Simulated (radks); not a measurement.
# Se³⁺ in [Ar] 3d9.5 4s2 4p1 5s0.5: an all-electron calculation

What are the levels of the selenium ion Se3+, how large are its shells, and how does its energy divide?

The numbers are computed with radks (a radial shooting solver on a logarithmic mesh, Libxc functionals) version 1 (scalar-relativistic Kohn-Sham, PBEsol, spin-polarised, spherical densities, point nucleus; open shells are filled with parallel spins first), except any that are marked as measured or tabulated.

## 1. What is computed

- element: selenium (Z = 34)
- charge: +3
- electrons: 31
- configuration: [Ar] 3d9.5 4s2 4p1 5s0.5

## 2. Self-consistent calculation

The run's settings:

```text
Z 34
configuration [Ar] 3d9.5 4s2 4p1 5s0.5
relativity scalar-relativistic
functional pbe_sol,pbe_sol
spin polarised
nucleus point
c 137.035999084
```

On the command line:

```bash
python run_ks.py task.json out
```

The same process makes all the runs of this session.

Q: Predict the outcome of this run.

The runs gave:

```
                        quantity                   value
                    total energy     -2424.66530 hartree
exchange-correlation share of it                  3.49 %
                            −T/E                  1.0204
          highest occupied level       5s up, -20.369 eV
    most extended occupied level  5s up, <r> = 3.55 bohr
 radius at density 0.001 e/bohr³               3.92 bohr
    maxima of the radial density                       3
```

5 principal shells are occupied and 3 maxima appear in the radial density; where shells overlap, one shows as a shoulder or not at all. Relativity lifts −T/E to 1.020. This is not the tabulated ground configuration, so its levels and sizes aren't those of the ground state, and no measured value stands beside it.
